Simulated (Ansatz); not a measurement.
# YSi (doublet): wave-function methods side by side, def2-TZVPP

One table from this session's results is given with a row withheld; the runs are named, their logs left out.

Program: Ansatz 0.2.0, Gaussian basis. Level of theory: def2-TZVPP, core rule «outside noble gas», up to 9 orbitals frozen. These are calculated values, not measurements.

The runs, in order: UHF; ROHF; CCSD(T) on UHF.

2 further runs of the same task are left out: 2 set aside as unsound or not needed.

## The geometry

The geometry is a PBE0/def2-TZVP stationary point (not a proven minimum). No spin-orbit coupling is included. Elements past krypton take def2 core potentials.

2 atoms, charge 0, spin multiplicity 2.

Atoms are counted from 1 here; the program's logs count them from 0.

Bond lengths: Y1–Si2 2.649 Å.

Set-up of the first run:

File in.yaml:

```yaml
crystal:
  periodic: [false, false, false]
  atoms:
    - {symbol: Y, position_ang: [0.000000, 0.000000, 0.000000]}
    - {symbol: Si, position_ang: [0.000000, 0.000000, 2.649000]}
basis:
  gaussian: {orbitals: def2-TZVPP}
magnetization: {spin_polarized: true, initial_magnetization: 1}
hamiltonian: {xc: hf}
output: {orbitals: {seedname: orbitals}}
```

The run is started by

```
> ansatz run in.yaml --threads 1 --pin off --events-out ev --progress --plain --max-ram 3968MiB --backend cpu
```

Steps of the session up to this table: UHF; ROHF; CCSD(T) on UHF.

One table of the session follows, with a row left open; its other results are not shown here.

| method | from UCCSD(T) (meV) |
| --- | --- |
| ROHF | +5267.8 |
| UMP2 | +1025.1 |
| UCCSD | ? |
| UCCSD(T) | 0 |

Estimate the missing values for UCCSD.

As computed: from UCCSD(T) (meV): +331.2. In the column «from UCCSD(T) (meV)» it lies between UCCSD(T) (0) and UMP2 (+1025.1).

Left out of the table: UHF (another determinant or state than the rows shown).

The program flags UCCSD(T) as in doubt (see the logs), so the zero of the table is itself unsure.

Caveats from the session: The determinant is far from a pure spin state, so its energy mixes those of several spin states (harmless only where they are near-degenerate, as at dissociation). The program flags UCCSD(T) as in doubt, so the zero of the table is itself unsure. Warnings: spin contamination; coupled cluster took another determinant than the lowest.
